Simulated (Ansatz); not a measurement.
# GePH₂ (doublet): from Hartree-Fock to the top rungs, cc-pVTZ

The task here is to estimate one member of a computed series from the others.

The runs use Ansatz 0.2.0, Gaussian basis; cc-pVTZ, core rule «outside noble gas», up to 19 orbitals frozen.

The runs, in order: UHF; CCSD(T) on ROHF; CCSD(T) on UHF; BCCD(T) on ROHF; CCSDT(Q) on ROHF; CCSDT(Q) on UHF; CASSCF and MRCISD+Q, 11 electrons in 10 orbitals; CASSCF and NEVPT2, 11 electrons in 10 orbitals.

5 further runs of the same task are left out: 5 set aside as unsound or not needed.

### What is computed

The geometry is a PBE0/def2-TZVP stationary point (not a proven minimum) of the parent state, kept for this charge and spin. No spin-orbit coupling is included. The filled d shell of Ge may be among the frozen orbitals whatever the setting's name suggests; the logs give the count.

4 atoms, charge 0, spin multiplicity 2.

Atoms are counted from 1 here; the program's logs count them from 0.

Bond lengths: Ge1–P2 2.570 Å, P2–H3 1.417 Å, P2–H4 1.417 Å. Angles: Ge1–P2–H3 131.2°, Ge1–P2–H4 131.2°, H3–P2–H4 97.5°.

Set-up of the first run:

The input, in.yaml:

```yaml
crystal:
  periodic: [false, false, false]
  atoms:
    - {symbol: Ge, position_ang: [0.000000, 0.000000, 0.820452]}
    - {symbol: P, position_ang: [0.000000, 0.000000, -1.749476]}
    - {symbol: H, position_ang: [0.000000, 1.065765, -2.683586]}
    - {symbol: H, position_ang: [0.000000, -1.065765, -2.683586]}
basis:
  gaussian: {orbitals: cc-pVTZ}
magnetization: {spin_polarized: true, initial_magnetization: 1}
hamiltonian: {xc: hf}
output: {orbitals: {seedname: orbitals}}
```

On the command line:

```
ansatz run in.yaml --threads 1 --pin off --events-out ev --progress --plain --max-ram 2816MiB --backend cpu
```

Among the steps run: UHF; CCSD(T) on ROHF; CCSD(T) on UHF; BCCD(T) on ROHF; CCSDT(Q) on ROHF; CCSDT(Q) on UHF; CASSCF and MRCISD+Q, 11 electrons in 10 orbitals; CASSCF and NEVPT2, 11 electrons in 10 orbitals.

One of the session's tables, all rows but one given; the rest of the session is left out.

```
          method  from RCCSDT(Q) (kcal/mol)
            ROHF                    +182.44
             UHF                    +176.07
            RMP2                     +33.15
            UMP2                     +41.74
           RCCSD                     +11.88
           UCCSD                     +12.15
        RCCSD(T)                      +2.13
        UCCSD(T)                      +2.99
         BCCD(T)                      +2.13
          RCCSDT                      +0.87
          UCCSDT                      +0.87
       RCCSDT(Q)                          0
       UCCSDT(Q)                      -0.24
  CASSCF valence                    +132.36
  NEVPT2 valence                     +31.59
  MRCISD valence                          ?
MRCISD+Q valence                      +2.38
```

Estimate the missing values for MRCISD valence.

As computed: from RCCSDT(Q) (kcal/mol): +14.40. In the column «from RCCSDT(Q) (kcal/mol)» it lies between UCCSD (+12.15) and NEVPT2 valence (+31.59).

Among the levels timed on like hardware and quicker than the yardstick, those that no quicker one beats, quickest first: NEVPT2 valence (7.5 s, +31.59 kcal/mol); RCCSD(T) (10 s, +2.13 kcal/mol).

Caveats from the session: The determinant is far from a pure spin state, so its energy mixes those of several spin states (harmless only where they are near-degenerate, as at dissociation). Of the multireference levels listed MRCISD+Q valence comes nearest in total energy (+2.38 kcal/mol), which doesn't show that its space is the better one. Restricted and unrestricted rows rest on different reference determinants; where their highest levels disagree by more than a few hundredths of an eV, they describe different states and don't form one ladder.
